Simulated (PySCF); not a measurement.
# C3H3N2Na (Na ... CHN ... C2H2N): the cost of one run

Computed with PySCF 2.14.0 and routines of our own; the level stands in each step. Atoms count from 0.

## Step 1: The system as given

9 atoms, charge 0, high-spin multiplicity 3; geometry from: GFN2-xTB fragments, placed rigidly.

The system (radical pair across a spacer): Na···CHN···C2H2N. The radical centres are 6.89 Å apart, edge to face; the spin sites are atom 0 (1 unpaired) and atoms 1, 2, 3, 4, 5 (1 unpaired).

## Step 2: Magnetic exchange: CASSCF and SC-NEVPT2/def2-SVP (2,2)

What the job is given:

```
{"job": {"kind": "cas", "basis": "def2-SVP", "active": "magnetic", "zfs": true}, "charge": 0, "high_spin_multiplicity": 3, "spin_sites": [[[0], 1], [[1, 2, 3, 4, 5], 1]]}
Na    -0.000000    -0.000100    -5.551600
C     -0.000000    -0.000100     1.343400
C      0.000100    -0.000800     2.697800
N      0.000000    -0.000300     3.860500
H      0.000000    -0.926600     0.798200
H      0.000000     0.928200     0.801400
C     -0.026400    -0.000200    -1.316600
N      1.111200    -0.000100    -1.316600
H     -1.084900    -0.000100    -1.316600
```

Method: CASSCF and SC-NEVPT2/def2-SVP spin states, gas phase.

Command:

```
$ OMP_NUM_THREADS=1 python exch_run.py task.json out
```

One launch serves the whole session: the jobs run in the order shown.

Q: Estimate the wall time and peak memory of this first job on 1 thread of AMD EPYC 9R45, shared host.

About 2.2 s, with a peak of 0.26 GiB.
